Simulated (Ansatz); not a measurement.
# F atom: energies up the ladder

The task, for F atom: energies up the ladder. Spin multiplicity 2.

Method: the levels named in each step, in Ansatz 0.2.0.

## (1) The starting structure

Coordinates:

```xyz
1

F     0.0000    0.0000    0.0000
```

## (2) Single point, PBE0/def2-TZVPPD

input.yaml reads:

```yaml
crystal:
  periodic: [false, false, false]
  atoms:
    - { symbol: F, position_ang: [0.0, 0.0, 0.0] }
magnetization:
  spin_polarized: true
  initial_magnetization: 1
basis:
  gaussian: { orbitals: def2-TZVPPD.json }
hamiltonian:
  xc: pbe0
```

Started as:

```sh
$ ansatz run input.yaml --threads 1 --pin off --max-ram 2560MiB --backend cpu --events-out ev --progress --plain --runs-dir out
```

Standard output:

```text
Warning: RAYON_NUM_THREADS=1 ignored (pool sized by the plan → 1); use --threads N
Engine: ansatz 0.2.0, x86_64-unknown-linux-gnu
Functional definition: PBE0
  parameter a = 0.25
  parameter kappa = 0.804
  parameter beta = 0.06672455060314922
  exchange = (1 - a)*pbe_x(kappa = kappa, mu = beta*pi^2/3) + a*exact_x
  correlation = pbe_c(beta = beta)
197 factors; their error is unknown
mean field evaluation 1: about -2712.2405 eV, gradient 7.1e0 eV
mean field evaluation 2: about -2712.3284 eV, gradient 2.3e0 eV
mean field evaluation 4: about -2712.3420 eV, gradient 5.0e-2 eV
mean field evaluation 8: about -2712.3501 eV, gradient 2.0e-3 eV
mean field -2712.35007875 eV, -99.6770268973 hartree, gradient 1.8e-5 eV, S^2 0.751799; 0 other end points of the search recorded, 0 dependent functions left out
reference -2712.35010500 eV, -99.6770278617 hartree; 5, 4 occupied and 35, 36 virtual orbitals, 197 factors
Total energy: -2712.35010500 eV, -99.6770278617 hartree
```

Wall time 0.86 s (1 thread of Intel Xeon at 2.50GHz (Skylake/Cascade Lake), shared host); peak memory 0.077 GiB.

## (3) Single point, PBE/def2-TZVPPD

input.yaml, as its differences from that of step 2:

```diff
@@ -10,2 +10,2 @@
 hamiltonian:
-  xc: pbe0
+  xc: pbe
```

Started as:

```sh
$ ansatz run input.yaml --threads 1 --pin off --max-ram 2560MiB --backend cpu --events-out ev --progress --plain --runs-dir out
```

Standard output:

```text
Warning: RAYON_NUM_THREADS=1 ignored (pool sized by the plan → 1); use --threads N
Engine: ansatz 0.2.0, x86_64-unknown-linux-gnu
Functional definition: PBE
  parameter kappa = 0.804
  parameter beta = 0.06672455060314922
  exchange = pbe_x(kappa = kappa, mu = beta*pi^2/3)
  correlation = pbe_c(beta = beta)
197 factors; their error is unknown
mean field evaluation 1: about -2712.0427 eV, gradient 7.9e0 eV
mean field evaluation 2: about -2712.0781 eV, gradient 6.1e0 eV
mean field evaluation 4: about -2712.1746 eV, gradient 2.6e-2 eV
mean field evaluation 8: about -2712.1721 eV, gradient 2.1e-4 eV
mean field evaluation 16: about -2712.1721 eV, gradient 1.4e-1 eV
mean field evaluation 32: about -2712.1721 eV, gradient 1.4e-1 eV
mean field -2712.17213777 eV, -99.6704876869 hartree, gradient 5.7e-5 eV, S^2 0.751410; 2 other end points of the search recorded, 0 dependent functions left out
reference -2712.17217707 eV, -99.6704891310 hartree; 5, 4 occupied and 35, 36 virtual orbitals, 197 factors
Total energy: -2712.17217707 eV, -99.6704891310 hartree
```

Run time: 1.8 s. Hardware: 1 thread of Intel Xeon at 2.50GHz (Skylake/Cascade Lake), shared host; peak memory 0.076 GiB.

## (4) Single point, r2SCAN/def2-TZVPPD

input.yaml, as its differences from that of step 3:

```diff
@@ -10,2 +10,2 @@
 hamiltonian:
-  xc: pbe
+  xc: r2scan
```

Started as:

```sh
$ ansatz run input.yaml --threads 1 --pin off --max-ram 2560MiB --backend cpu --events-out ev --progress --plain --runs-dir out
```

Standard output:

```text
Warning: RAYON_NUM_THREADS=1 ignored (pool sized by the plan → 1); use --threads N
Engine: ansatz 0.2.0, x86_64-unknown-linux-gnu
Functional definition: r2SCAN
  parameter k0 = 0.174
  parameter k1 = 0.065
  parameter a1 = 4.9479
  exchange = r2scan_x(k0 = k0, k1 = k1, a1 = a1)
  correlation = r2scan_c
197 factors; their error is unknown
mean field evaluation 1: about -2713.5969 eV, gradient 8.7e0 eV
mean field evaluation 2: about -2713.6902 eV, gradient 5.0e0 eV
mean field evaluation 4: about -2713.7514 eV, gradient 3.3e-2 eV
mean field evaluation 8: about -2713.7491 eV, gradient 1.3e-3 eV
mean field -2713.74910790 eV, -99.7284402703 hartree, gradient 2.4e-5 eV, S^2 0.752464; 0 other end points of the search recorded, 0 dependent functions left out
reference -2713.74912161 eV, -99.7284407740 hartree; 5, 4 occupied and 35, 36 virtual orbitals, 197 factors
Total energy: -2713.74912161 eV, -99.7284407740 hartree
```

It took 1.4 s on 1 thread of Intel Xeon at 2.50GHz (Skylake/Cascade Lake), shared host; peak memory 0.088 GiB.

## (5) Single point, B3LYP/def2-TZVPPD

input.yaml, as its differences from that of step 4:

```diff
@@ -10,2 +10,2 @@
 hamiltonian:
-  xc: r2scan
+  xc: { name: B3LYP }
```

Started as:

```sh
$ ansatz run input.yaml --threads 1 --pin off --max-ram 2560MiB --backend cpu --events-out ev --progress --plain --runs-dir out
```

Standard output:

```text
Warning: RAYON_NUM_THREADS=1 ignored (pool sized by the plan → 1); use --threads N
Engine: ansatz 0.2.0, x86_64-unknown-linux-gnu
Functional definition: B3LYP
  parameter a0 = 0.2
  parameter ax = 0.72
  parameter ac = 0.81
  exchange = (1 - a0 - ax)*slater_x + ax*b88_x + a0*exact_x
  correlation = (1 - ac)*vwn_rpa_c + ac*lyp_c
197 factors; their error is unknown
mean field evaluation 1: about -2714.8034 eV, gradient 7.1e0 eV
mean field evaluation 2: about -2714.8742 eV, gradient 3.4e0 eV
mean field evaluation 4: about -2714.9038 eV, gradient 3.9e-2 eV
mean field evaluation 8: about -2714.9097 eV, gradient 1.4e-3 eV
mean field -2714.90968168 eV, -99.7710905698 hartree, gradient 6.7e-6 eV, S^2 0.751668; 0 other end points of the search recorded, 0 dependent functions left out
reference -2714.90984204 eV, -99.7710964628 hartree; 5, 4 occupied and 35, 36 virtual orbitals, 197 factors
Total energy: -2714.90984204 eV, -99.7710964628 hartree
```

Run time: 0.87 s. Hardware: 1 thread of Intel Xeon at 2.50GHz (Skylake/Cascade Lake), shared host; peak memory 0.078 GiB.

## (6) Single point, wB97M-V/def2-TZVPPD

input.yaml, as its differences from that of step 5:

```diff
@@ -10,2 +10,2 @@
 hamiltonian:
-  xc: { name: B3LYP }
+  xc: { name: wB97M-V }
```

Started as:

```sh
$ ansatz run input.yaml --threads 1 --pin off --max-ram 2560MiB --backend cpu --events-out ev --progress --plain --runs-dir out
```

Standard output, shortened:

```text
Warning: RAYON_NUM_THREADS=1 ignored (pool sized by the plan → 1); use --threads N
[...]
Functional definition: wB97M-V
[...]
  gx(w, u) = 1 - cx + cx01*u + cx10*w
  gss(w, u) = css00 + css04*u^4 + css10*w + css20*w^2 + css43*w^4*u^3
  gos(w, u) = cos00 + cos10*w + (cos20 + cos21*u)*w^2 + (cos60 + cos61*u)*w^6
[...]
      + integral(e_c_pw_mod_opposite_spin*gos(b97_w_opposite, b97_u_opposite)) + vv10(b, c)
197 factors; their error is unknown
52 factors; integrals over basis functions are off by at most 4.8e-5 eV
[...]
mean field -2714.23981234 eV, -99.7464733257 hartree, gradient 4.3e-5 eV, S^2 0.751822; 0 other end points of the search recorded, 0 dependent functions left out
reference -2714.23985719 eV, -99.7464749737 hartree; 5, 4 occupied and 35, 36 virtual orbitals, 197 factors
Total energy: -2714.23985719 eV, -99.7464749737 hartree
```

Wall time 1.4 s (1 thread of Intel Xeon at 2.50GHz (Skylake/Cascade Lake), shared host); peak memory 0.1 GiB.

## (7) Single point, B2PLYP/def2-TZVPPD

input.yaml, as its differences from that of step 6:

```diff
@@ -10,2 +10,2 @@
 hamiltonian:
-  xc: { name: wB97M-V }
+  xc: { name: B2PLYP }
```

Started as:

```sh
$ ansatz run input.yaml --threads 1 --pin off --max-ram 2560MiB --backend cpu --events-out ev --progress --plain --runs-dir out
```

Standard output:

```text
Warning: RAYON_NUM_THREADS=1 ignored (pool sized by the plan → 1); use --threads N
Engine: ansatz 0.2.0, x86_64-unknown-linux-gnu
Functional definition: B2PLYP
  parameter a = 0.53
  parameter c = 0.27
  exchange = (1 - a)*b88_x + a*exact_x
  correlation = (1 - c)*lyp_c + c*(mp2_os + mp2_ss)
257 factors; integrals over basis functions are off by at most 1.5e-4 eV
mean field evaluation 1: about -2711.7149 eV, gradient 7.0e0 eV
mean field evaluation 2: about -2711.7151 eV, gradient 7.0e0 eV
mean field evaluation 4: about -2711.8225 eV, gradient 2.6e-1 eV
mean field evaluation 8: about -2711.8229 eV, gradient 2.7e-3 eV
mean field -2711.82288476 eV, -99.6576528755 hartree, gradient 8.6e-6 eV, S^2 0.752439; 0 other end points of the search recorded, 0 dependent functions left out
1 core orbitals not correlated: weight in the atoms' cores, before any rotation towards them, 1.000 or more for the frozen orbitals, at most 0.000 for the correlated occupied ones
reference -2711.82297552 eV, -99.6576562107 hartree; 4, 3 occupied and 35, 36 virtual orbitals, 257 factors
second order -6.26694163 eV of doubles, -0.00000000 eV of singles
Total energy: -2713.51504976 eV, -99.7198387921 hartree
```

Wall time 1.1 s (1 thread of Intel Xeon at 2.50GHz (Skylake/Cascade Lake), shared host); peak memory 0.082 GiB.

## (8) Single point, LDA/def2-TZVPPD

input.yaml, as its differences from that of step 7:

```diff
@@ -10,2 +10,2 @@
 hamiltonian:
-  xc: { name: B2PLYP }
+  xc: lda
```

Started as:

```sh
$ ansatz run input.yaml --threads 1 --pin off --max-ram 2560MiB --backend cpu --events-out ev --progress --plain --runs-dir out
```

Standard output:

```text
Warning: RAYON_NUM_THREADS=1 ignored (pool sized by the plan → 1); use --threads N
Engine: ansatz 0.2.0, x86_64-unknown-linux-gnu
Functional definition: SPW92
  exchange = slater_x
  correlation = pw_c
197 factors; their error is unknown
mean field evaluation 1: about -2696.6968 eV, gradient 7.0e0 eV
mean field evaluation 2: about -2696.5253 eV, gradient 1.1e1 eV
mean field evaluation 4: about -2696.7825 eV, gradient 2.8e0 eV
mean field evaluation 8: about -2696.7956 eV, gradient 8.5e-2 eV
mean field evaluation 16: about -2696.8020 eV, gradient 1.6e-1 eV
mean field evaluation 32: about -2696.8020 eV, gradient 1.6e-1 eV
mean field -2696.79561285 eV, -99.1054108184 hartree, gradient 2.8e-5 eV, S^2 0.751378; 2 other end points of the search recorded, 0 dependent functions left out
reference -2696.79564758 eV, -99.1054120949 hartree; 5, 4 occupied and 35, 36 virtual orbitals, 197 factors
Total energy: -2696.79564758 eV, -99.1054120949 hartree
```

It took 1 s on 1 thread of Intel Xeon at 2.50GHz (Skylake/Cascade Lake), shared host; peak memory 0.074 GiB.

## (9) Single point, PBE0/def2-SVPD

input.yaml, as its differences from that of step 8:

```diff
@@ -8,4 +8,4 @@
 basis:
-  gaussian: { orbitals: def2-TZVPPD.json }
+  gaussian: { orbitals: def2-SVPD }
 hamiltonian:
-  xc: lda
+  xc: pbe0
```

Started as:

```sh
$ ansatz run input.yaml --threads 1 --pin off --max-ram 2560MiB --backend cpu --events-out ev --progress --plain --runs-dir out
```

Standard output:

```text
Warning: RAYON_NUM_THREADS=1 ignored (pool sized by the plan → 1); use --threads N
Engine: ansatz 0.2.0, x86_64-unknown-linux-gnu
Functional definition: PBE0
  parameter a = 0.25
  parameter kappa = 0.804
  parameter beta = 0.06672455060314922
  exchange = (1 - a)*pbe_x(kappa = kappa, mu = beta*pi^2/3) + a*exact_x
  correlation = pbe_c(beta = beta)
155 factors; their error is unknown
mean field evaluation 1: about -2709.0567 eV, gradient 4.7e0 eV
mean field evaluation 2: about -2709.1150 eV, gradient 1.8e0 eV
mean field evaluation 4: about -2709.1259 eV, gradient 2.7e-2 eV
mean field evaluation 8: about -2709.1540 eV, gradient 6.4e-4 eV
mean field -2709.15401186 eV, -99.5595736054 hartree, gradient 2.7e-5 eV, S^2 0.751618; 0 other end points of the search recorded, 0 dependent functions left out
reference -2709.15403415 eV, -99.5595744244 hartree; 5, 4 occupied and 18, 19 virtual orbitals, 155 factors
Total energy: -2709.15403415 eV, -99.5595744244 hartree
```

Wall time 0.51 s (1 thread of Intel Xeon at 2.50GHz (Skylake/Cascade Lake), shared host); peak memory 0.073 GiB.

## (10) Single point, PBE/def2-SVPD

input.yaml, as its differences from that of step 9:

```diff
@@ -10,2 +10,2 @@
 hamiltonian:
-  xc: pbe0
+  xc: pbe
```

Started as:

```sh
$ ansatz run input.yaml --threads 1 --pin off --max-ram 2560MiB --backend cpu --events-out ev --progress --plain --runs-dir out
```

Standard output:

```text
Warning: RAYON_NUM_THREADS=1 ignored (pool sized by the plan → 1); use --threads N
Engine: ansatz 0.2.0, x86_64-unknown-linux-gnu
Functional definition: PBE
  parameter kappa = 0.804
  parameter beta = 0.06672455060314922
  exchange = pbe_x(kappa = kappa, mu = beta*pi^2/3)
  correlation = pbe_c(beta = beta)
155 factors; their error is unknown
mean field evaluation 1: about -2708.9072 eV, gradient 5.6e0 eV
mean field evaluation 2: about -2708.9216 eV, gradient 5.3e0 eV
mean field evaluation 4: about -2709.0078 eV, gradient 7.5e-3 eV
mean field evaluation 8: about -2709.0005 eV, gradient 5.4e-5 eV
mean field evaluation 16: about -2709.0005 eV, gradient 4.6e-6 eV
mean field evaluation 32: about -2708.9189 eV, gradient 4.9e0 eV
mean field -2709.00052738 eV, -99.5539331547 hartree, gradient 3.6e-6 eV, S^2 0.751263; 6 other end points of the search recorded, 0 dependent functions left out
reference -2709.00055539 eV, -99.5539341842 hartree; 5, 4 occupied and 18, 19 virtual orbitals, 155 factors
Total energy: -2709.00055539 eV, -99.5539341842 hartree
```

Wall time 1.2 s (1 thread of Intel Xeon at 2.50GHz (Skylake/Cascade Lake), shared host); peak memory 0.075 GiB.

## (11) Single point, CCSD(T)/def2-TZVPPD

input.yaml, as its differences from that of step 10:

```diff
@@ -8,4 +8,6 @@
 basis:
-  gaussian: { orbitals: def2-SVPD }
-hamiltonian:
-  xc: pbe
+  gaussian: { orbitals: def2-TZVPPD.json }
+correlation:
+  method: ccsd_t
+scf:
+  omitted_lower_state_checks: [cluster_reference]
```

Started as:

```sh
$ ansatz run input.yaml --threads 1 --pin off --max-ram 2560MiB --backend cpu --events-out ev --progress --plain --runs-dir out
```

Standard output, shortened:

```text
Warning: RAYON_NUM_THREADS=1 ignored (pool sized by the plan → 1); use --threads N
[...]
Functional definition: HF
[...]
257 factors; integrals over basis functions are off by at most 1.5e-4 eV
[...]
mean field -2705.14154842 eV, -99.4121182937 hartree, gradient 3.6e-6 eV, S^2 0.753999; 3 other end points of the search recorded, 0 dependent functions left out
1 core orbitals not correlated: weight in the atoms' cores, before any rotation towards them, 1.000 or more for the frozen orbitals, at most 0.000 for the correlated occupied ones
reference -2705.14154842 eV, -99.4121182937 hartree; 4, 3 occupied and 35, 36 virtual orbitals, 257 factors
second order -5.42342005 eV of doubles, -0.00000000 eV of singles
cycle   1  -5.65649793 eV  change   -2.3e-1 eV  update   3.0e-2
[...]
cycle   9  -5.75038890 eV  change    1.8e-6 eV  update   5.0e-6
perturbative correction -0.10265646 eV, -0.0037725553 hartree
Total energy: -2710.99459378 eV, -99.6272137432 hartree
Checks for a lower state left out: cluster_reference
```

It took 2 s on 1 thread of Intel Xeon at 2.50GHz (Skylake/Cascade Lake), shared host; peak memory 0.1 GiB.

## (12) Single point, CCSD(T)/def2-QZVPPD

input.yaml, as its differences from that of step 11:

```diff
@@ -8,3 +8,3 @@
 basis:
-  gaussian: { orbitals: def2-TZVPPD.json }
+  gaussian: { orbitals: def2-QZVPPD.json }
 correlation:
```

Started as:

```sh
$ ansatz run input.yaml --threads 1 --pin off --max-ram 2560MiB --backend cpu --events-out ev --progress --plain --runs-dir out
```

Standard output, shortened:

```text
Warning: RAYON_NUM_THREADS=1 ignored (pool sized by the plan → 1); use --threads N
[...]
Functional definition: HF
[...]
391 factors; integrals over basis functions are off by at most 2.0e-4 eV
[...]
mean field -2705.24521994 eV, -99.4159281517 hartree, gradient 3.6e-6 eV, S^2 0.754131; 3 other end points of the search recorded, 0 dependent functions left out
1 core orbitals not correlated: weight in the atoms' cores, before any rotation towards them, 1.000 or more for the frozen orbitals, at most 0.000 for the correlated occupied ones
reference -2705.24521994 eV, -99.4159281517 hartree; 4, 3 occupied and 61, 62 virtual orbitals, 391 factors
second order -6.00043044 eV of doubles, -0.00000000 eV of singles
cycle   1  -6.19220205 eV  change   -1.9e-1 eV  update   2.8e-2
[...]
cycle   9  -6.28426085 eV  change    7.0e-7 eV  update   5.4e-6
perturbative correction -0.12882518 eV, -0.0047342380 hartree
Total energy: -2711.65830597 eV, -99.6516047165 hartree
Checks for a lower state left out: cluster_reference
```

Run time: 4.3 s. Hardware: 1 thread of Intel Xeon at 2.50GHz (Skylake/Cascade Lake), shared host; peak memory 0.2 GiB.

## (13) Extrapolation to the basis-set limit

CCSD(T)/CBS estimate, frozen core: CCSD(T) correlation extrapolated, from def2-TZVPPD and def2-QZVPPD: mean field -2705.2595 eV, total -2712.0874 eV. The exponents are 7.88 (mean field) and 2.97 (correlation).

## (14) Total energies

| level | energy (eV) | CPU time |
| --- | --- | --- |
| PBE0/def2-TZVPPD | -2712.3501 | 0.57 s |
| PBE/def2-TZVPPD | -2712.1722 | 1.2 s |
| r2SCAN/def2-TZVPPD | -2713.7491 | 1.2 s |
| B3LYP/def2-TZVPPD | -2714.9098 | 0.61 s |
| wB97M-V/def2-TZVPPD | -2714.2399 | 1.2 s |
| B2PLYP/def2-TZVPPD | -2713.5150 | 0.81 s |
| LDA/def2-TZVPPD | -2696.7956 | 0.74 s |
| PBE0/def2-SVPD | -2709.1540 | 0.39 s |
| PBE/def2-SVPD | -2709.0006 | 0.96 s |
| CCSD(T)/def2-TZVPPD | -2710.9946 | 1.8 s |
| CCSD(T)/def2-QZVPPD | -2711.6583 | 4.2 s |
| CCSD(T)/CBS | -2712.0874 | - |

## (15) Summary of results

| quantity | value |
| --- | --- |
| energy at CCSD(T)/CBS | -2712.087 eV |

**Reading.** These totals serve in differences with atoms or fragments at the same level; alone they don't rank the methods.
